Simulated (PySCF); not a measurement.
# CoOOH: singlet, from a bent start

Aim: relax CoOOH as a singlet from a bent start, check by its vibrations whether the end is a minimum, and collect its spectrum and constants.

Program: PySCF 2.14.0. Level of theory: PBE0, basis Co def2-SVP, O def2-SVP, H def2-SVP, no relativity, density fitting. These are calculated values, not measurements.

## Step 1: The starting structure

4 atoms, charge 0, spin multiplicity 1.

Bond lengths: Co1–O2 1.600 Å, Co1–O3 1.740 Å, O3–H4 0.960 Å. Angles: O2–Co1–O3 110.0°, Co1–O3–H4 130.0°.

```xyz
4
charge 0 multiplicity 1
Co    0.0411   -0.0081   -0.3481
O     1.3517   -0.0081    0.5696
O    -1.3842   -0.0081    0.6499
H    -1.8897    0.7273    1.0039
```

## Step 2: Bent start, singlet: relaxation

The steps below are one call of a driver around PySCF. For each, scf.py gives the equivalent set-up of the SCF; relaxations use the driver's own optimiser. Before each start the driver seeks the lowest SCF state from one or more starting densities and follows internal instabilities, so scf.py alone need not reach the same state.

The program finds C1 symmetry in the start. The walk stops when the largest gradient is under 0.0003 Eh/bohr and the energy has settled too.

File scf.py:

```python
from pyscf import gto, scf, dft
mol = gto.M(atom='''
Co     0.041124    -0.008062    -0.348132
O      1.351724    -0.008062     0.569568
O     -1.384176    -0.008062     0.649868
H     -1.889676     0.727338     1.003868''',
    basis={'Co': 'def2-SVP', 'O': 'def2-SVP', 'H': 'def2-SVP'},
    charge=0, spin=0)
mf = dft.RKS(mol, xc='PBE0')
mf.grids.atom_grid = (50, 194)
aux = {'Co': 'def2-universal-JKFIT', 'O': 'def2-universal-JKFIT', 'H': 'def2-universal-JKFIT'}
mf = mf.density_fit(auxbasis=aux)
mf.kernel()
```

The optimiser's trace:

```
step   energy (Eh)  change (kJ/mol)  largest gradient (Eh/bohr)
   0  -1532.997032             0.00                     0.06190
   1  -1533.009488           -32.70                     0.02824
   2  -1533.015440           -48.33                     0.04344
   3  -1533.018893           -57.39                     0.01965
   4  -1533.020957           -62.82                     0.00934
   5  -1533.022814           -67.69                     0.01289
   6  -1533.023975           -70.74                     0.00731
   7  -1533.024242           -71.44                     0.00304
   8  -1533.024426           -71.92                     0.00248
   9  -1533.024687           -72.61                     0.00304
  10  -1533.024810           -72.93                     0.00935
  11  -1533.024947           -73.29                     0.00074
  12  -1533.024976           -73.36                     0.00147
  13  -1533.024993           -73.41                     0.00184
  14  -1533.025001           -73.43                     0.00111
  15  -1533.025007           -73.45                     0.00045
  16  -1533.025008           -73.45                     0.00016
```

The walk ran for 11 s (4 threads, shared host).

End point (Cs, 16 steps, 73.4 kJ/mol gained): Co–O 1.544 Å, Co–O 1.663 Å, O–H 0.962 Å; Co–O–H 143.6°, O–Co–O 150.9°.

## Step 3: Hessian and properties

The point is checked on the finer grid, and tightened if its gradient asks for it. The Hessian and the dipole derivatives come from central differences of analytic gradients, with steps of 0.01 bohr.

scf.py: that of step 2 with these lines changed.

```diff
@@ -3,4 +3,4 @@
-Co     0.041124    -0.008062    -0.348132
-O      1.351724    -0.008062     0.569568
-O     -1.384176    -0.008062     0.649868
-H     -1.889676     0.727338     1.003868''',
+Co     0.036400    -0.087416    -0.128815
+O      1.547725     0.059766     0.147689
+O     -1.549125     0.219720     0.268518
+H     -2.115373     0.662805     0.906974''',
@@ -10 +10 @@
-mf.grids.atom_grid = (50, 194)
+mf.grids.atom_grid = (75, 302)
```

The driver hands on the density of the step before, so the log starts near convergence.

SCF at the final geometry:

```text
init E= -1533.0251078846
  HOMO = -0.265693359630318  LUMO = -0.12638134473918  gap/eV = 3.79087
cycle= 1 E= -1533.025107882  delta_E= 2.6e-09  |g|= 0.00013  |ddm|= 7.53e-05
  HOMO = -0.265684843318575  LUMO = -0.126362513988566  gap/eV = 3.79115
cycle= 2 E= -1533.02510779094  delta_E= 9.11e-08  |g|= 0.000767  |ddm|= 0.000399
  HOMO = -0.265695123304157  LUMO = -0.12638218320936  gap/eV = 3.79090
cycle= 3 E= -1533.02510788476  delta_E= -9.38e-08  |g|= 1.66e-05  |ddm|= 0.000336
  HOMO = -0.265693203652732  LUMO = -0.126380070980685  gap/eV = 3.79090
cycle= 4 E= -1533.02510788483  delta_E= -6.68e-11  |g|= 5.97e-06  |ddm|= 1.57e-05
  HOMO = -0.265693810463365  LUMO = -0.126380392947101  gap/eV = 3.79091
Extra cycle  E= -1533.02510788482  delta_E= 1.41e-11  |g|= 1.44e-05  |ddm|= 2.05e-05
converged SCF energy = -1533.02510788482
```

The whole step took 15 s.

Geometry: Cs; Co–O 1.543 Å, Co–O 1.663 Å, O–H 0.962 Å; Co–O–H 143.6°, O–Co–O 150.8°.

Harmonic modes (main isotopes):

```
symmetry  ω (cm⁻¹)  IR (km/mol)  μ (u)
      a'       119         16.4   4.24
     a''       497         85.6   1.35
      a'       573          129   1.44
      a'       795         42.7   7.13
      a'      1087          140  19.50
      a'      3942          258   1.07
```

Every mode is real; the point is a minimum.

Properties at this point:

```
Dipole moment                                                   : 2.66 D
Highest occupied level                                          : -7.23 eV
Lowest empty level                                              : -3.44 eV
Rotational constants                                            : 3.939, 0.2055, 0.1953 cm⁻¹
Zero-point energy                                               : 42.0 kJ/mol
Principal polarisabilities                                      : 16.2, 19.6, 43.5 bohr³
Atomisation energy without zero-point energy                    : 1006 kJ/mol
Principal traceless quadrupole moments about the centre of mass : -6.42, -0.08, 6.50 D Å
Entropy at 298.15 K and 1 bar                                   : 275.7 J/(mol K)
Heat capacity Cp at 298.15 K                                    : 55.1 J/(mol K)
Enthalpy at 298.15 K above 0 K                                  : 13.08 kJ/mol
Rotational symmetry number                                      : 1
```

Charges (e) and bond orders:

```tsv
atom	Mulliken	Löwdin	polar tensor	Mayer order to Co1
Co1	0.73	0.36	0.98	–
O2	-0.46	-0.25	-0.58	2.08
O3	-0.49	-0.20	-0.74	1.09
H4	0.22	0.09	0.34	0.02
```

Outer orbital energies (eV). occupied: -11.37, -11.01, -11.00, -9.81, -9.73, -8.21, -8.20, -7.23; empty: -3.44, -3.08, 0.01, 2.50.

Mulliken populations on Co1: s 6.65, p 12.34, d 7.28, f 0.00.

## Step 4: Stability of the closed shell

At the lowest minimum the closed shell is tested against spin polarisation, on the (50, 194) grid. It is unstable: an open-shell solution lies lower. That solution was not followed to a minimum here.

## Step 5: Summary of results

```
                            quantity                                                                  value
                             minimum         singlet, Cs (closed shell, unstable towards spin polarisation)
                            geometry  Co–O 1.543 Å, Co–O 1.663 Å, O–H 0.962 Å; Co–O–H 143.6°, O–Co–O 150.8°
                  wavenumbers (cm⁻¹)          119 (a'), 497 (a''), 573 (a'), 795 (a'), 1087 (a'), 3942 (a')
                       dipole moment                                                                 2.66 D
highest occupied, lowest empty level                                                        -7.23, -3.44 eV
          polar-tensor charge of Co1                                                                +0.98 e
                   zero-point energy                                                            42.0 kJ/mol
```

**Reading.** The bent start (C1) ends in a minimum of Cs symmetry. The strongest infrared band lies at 3942 cm⁻¹ (a'). Only this shape and spin were tried, so other structures or states may lie lower. The closed shell proved unstable towards spin polarisation, so a lower open-shell solution exists.

The search up to here took 30 s.
